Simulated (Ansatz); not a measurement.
BrH₇P₂Si₂, SMILES P[SiH2][SiH](P)Br, vertical spin-state energies

With the Ansatz DFT code, driven from Python.

Typed at the interpreter:
```pycon
>>> import ansatz as az
>>> geometry_ang = [
...     ("P", (2.33, -0.789, 0.1235)),
...     ("Si", (0.8836, 0.7612, 0.8083)),
...     ("Si", (-0.9934, 0.8203, -0.5242)),
...     ("P", (-2.0432, -1.1427, -0.538)),
...     ("Br", (-2.421, 2.3506, 0.2003)),
...     ("H", (2.3311, -0.4563, -1.2514)),
...     ("H", (1.4195, -1.864, -0.0003)),
...     ("H", (1.5933, 2.0673, 0.7932)),
...     ("H", (0.519, 0.4237, 2.2097)),
...     ("H", (-0.6214, 1.1341, -1.9291)),
...     ("H", (-2.0853, -1.3415, 0.8619)),
...     ("H", (-0.9122, -1.9636, -0.754)),
... ]
>>> geometry = az.Crystal.molecule()
>>> for symbol, xyz in geometry_ang:
...     geometry = geometry.atom(symbol, xyz)
...
>>> model = geometry.calculation()
>>> model = model.basis(gaussian="6-31G*")
>>> model = model.functional("r2scan")
>>> found = {}
>>> for unpaired in [0, 2]:
...     summary = model.spin("collinear", total=unpaired).run().report
...     s = unpaired / 2
...     found[unpaired] = summary["free_energy_ev"]
...     print(f"2S+1 = {unpaired + 1}: E = {found[unpaired]:.5f} eV, <S^2> = {abs(summary['mean_field']['state']['spin_squared']):.3f} (pure state {s * (s + 1):.2f})")
...
2S+1 = 1: E = -104480.97622 eV, <S^2> = 0.000 (pure state 0.00)
2S+1 = 3: E = -104476.55600 eV, <S^2> = 2.006 (pure state 2.00)
>>> lowest = min(found, key=found.get)
>>> for unpaired, e in found.items():
...     print(f"multiplicity {unpaired + 1}: {96.485332 * (e - found[lowest]):.1f} kJ/mol above the lowest")
...
multiplicity 1: 0.0 kJ/mol above the lowest
multiplicity 3: 426.5 kJ/mol above the lowest
```

In order: multiplicity 1 (+0.00 eV) and multiplicity 3 (+4.42 eV), all at the one geometry.

Caveats:
- Total energies depend on the basis set; only differences at equal settings carry meaning.
- The geometry is a force-field or estimated start, not a minimum of this method, and the basis set is short of its limit. All parts are taken at fixed geometry, without zero-point energy.
- Hardware and time: 94 s on 1 thread of Arm Neoverse V2 (shared host), peak memory 0.39 GiB.
